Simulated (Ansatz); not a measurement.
**SrO+ (doublet): energies up the ladder**

Aim: energies up the ladder, for SrO+ (doublet), with the cost of each level. Charge +1. Spin multiplicity 2.

Method: the levels named in each step, in Ansatz 0.2.0.

## 1. The starting structure

Bond lengths: O1–Sr2 2.001 Å.

Structure file:

```xyz
2

O     0.0000    0.0000    0.0000
Sr    0.0000    0.0000    2.0006
```

## 2. A rough first relaxation, PBE-D4/def2-SVP

Contents of input.yaml:

```yaml
crystal:
  periodic: [false, false, false]
  atoms:
    - { symbol: O, position_ang: [0.0, 0.0, 0.0] }
    - { symbol: Sr, position_ang: [0.0, 0.0, 2.00065] }
magnetization:
  spin_polarized: true
  initial_magnetization: 1
total_charge: 1
basis:
  gaussian: { orbitals: def2-SVP }
hamiltonian:
  xc: pbe
  dispersion: d4
relax:
  f_tol: 0.03
  max_steps: 200
```

Run with:

```sh
ansatz run input.yaml --threads 2 --pin off --max-ram 5120MiB --backend cpu --events-out ev --progress --plain --runs-dir out
```

The runs that follow: Relaxation, PBE0-D4/def2-TZVPP; Frequencies, PBE0-D4/def2-TZVPP; Single point, PBE-D4/def2-TZVPP; Single point, r2SCAN-D4/def2-TZVPP; Single point, B3LYP-D4/def2-TZVPP; Single point, wB97M-V/def2-TZVPP; Single point, B2PLYP/def2-TZVPP; Single point, LDA/def2-TZVPP; Single point, PBE0-D4/def2-SVP; Single point, PBE-D4/def2-SVP.

Before running it: what results should come out? Wanted: O1–Sr2 at PBE0-D4/def2-TZVPP; frequencies at PBE0-D4/def2-TZVPP; energy at PBE-D4/def2-SVP.

As calculated:

| quantity | value |
| --- | --- |
| O1–Sr2 at PBE0-D4/def2-TZVPP | 2.108 Å |
| frequencies at PBE0-D4/def2-TZVPP | 553 cm⁻¹ |
| energy at PBE-D4/def2-SVP | -2871.190 eV |

No mode is imaginary, so the geometry is a minimum. These totals serve in differences with atoms or fragments at the same level; alone they don't rank the methods. Heavy atoms carry effective core potentials in def2 sets, and spin-orbit coupling is left out.
